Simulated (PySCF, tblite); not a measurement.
# C₅H₁₂NP: geometry, infrared bands and NMR shifts

What infrared bands and NMR shifts should C₅H₁₂NP (`C[C@@H]1CP1N(C)C`) show?

The runs use tblite 0.8.0 and PySCF 2.14.0, with density-fitted response routines of our own; the level of theory stands in each step. All values are computed, except where a source is named. Atoms are numbered from 0 throughout.

## Step 1: Starting geometry

19 atoms, charge 0, multiplicity 1; geometry from: force field or distance geometry start.

Bonds of the start (Å): C0–C1 1.50, C1–C2 1.50, C2–P3 1.85, P3–N4 1.73, N4–C5 1.41, N4–C6 1.40, P3–C1 1.87, C0–H7 1.11, C0–H8 1.10, C0–H9 1.12, C1–H10 1.09, C2–H11 1.12, C2–H12 1.11, C5–H13 1.11, C5–H14 1.12, C5–H15 1.10, C6–H16 1.12, C6–H17 1.11, C6–H18 1.10.

## Step 2: Relaxing the molecule with GFN2-xTB

The job: settings as JSON, then the geometry in Å.

```
{"job": {"kind": "relax", "xc": "GFN2-xTB", "basis": "xTB"}, "charge": 0, "multiplicity": 1}
C     -2.650900     0.494900     0.927600
C     -1.567200     0.482400    -0.103100
C     -1.394200    -0.674600    -1.042300
P     -0.150000    -0.660600     0.324300
N      1.415900     0.042600     0.087400
C      1.954600     0.085700    -1.217600
C      2.210000     0.393100     1.183100
H     -2.373500    -0.116700     1.805700
H     -3.588400     0.138300     0.473000
H     -2.803900     1.535900     1.297200
H     -1.306500     1.456600    -0.529300
H     -1.005400    -0.451300    -2.064800
H     -2.154200    -1.476100    -0.987900
H      1.237300    -0.357900    -1.943400
H      2.092900     1.148600    -1.545400
H      2.883100    -0.500500    -1.265500
H      2.012700    -0.335500     2.014400
H      1.891400     1.378100     1.592600
H      3.286300     0.456600     0.986500
```

Run with:

```bash
$ OMP_NUM_THREADS=1 python probes_run.py task.json out
```

The driver reads the jobs from task.json and runs them one after another.

**Question.** This job is followed by: GFN2-xTB harmonic vibrations, gas phase; GIAO PBE0/pcSseg-1 NMR shielding, non-relativistic, gas phase. What will the session give for the following? strongest single infrared mode (GFN2-xTB); zero-point energy (GFN2-xTB); ¹³C shifts against TMS (PBE0/pcSseg-1, means over atoms taken as alike); ¹H shifts against TMS (PBE0/pcSseg-1, means over atoms taken as alike); ³¹P shifts against H3PO4 (PBE0/pcSseg-1); ¹⁵N shifts against NH3 (PBE0/pcSseg-1).

As calculated:

```
                                                               quantity                             value
                              strongest single infrared mode (GFN2-xTB)              2970 cm⁻¹, 97 km/mol
                                           zero-point energy (GFN2-xTB)                    101.7 kcal/mol
¹³C shifts against TMS (PBE0/pcSseg-1, means over atoms taken as alike)        44.9, 28.6, 25.5, 19.1 ppm
 ¹H shifts against TMS (PBE0/pcSseg-1, means over atoms taken as alike)  2.33, 1.42, 1.33, 1.17, 0.42 ppm
                               ³¹P shifts against H3PO4 (PBE0/pcSseg-1)                        -127.5 ppm
                                 ¹⁵N shifts against NH3 (PBE0/pcSseg-1)                          38.3 ppm
```

What this shows: Relaxing lowered the energy by 0.943 eV in 119 steps; the close pair that moved most is N4–C6, from 1.398 to 1.452 Å. All 51 modes are real, so the xTB geometry is a minimum. Unscaled tight-binding wavenumbers are off by several per cent, some by more. Its intensities can rank the bands wrongly. The most deshielded carbon is C5, C6 (mean) (methyl carbon bonded to N), at 44.9 ppm: pulled downfield by the heteroatom. H13, H14, H15, H16, H17, H18 (mean) (hydrogen on a methyl carbon bonded to N) lies farthest downfield among hydrogen, at 2.33 ppm; its carbon carries N, which withdraws density. At PBE0/pcSseg-1: The largest span, 775 ppm, is at P3, where the paramagnetic term is -523 ppm.
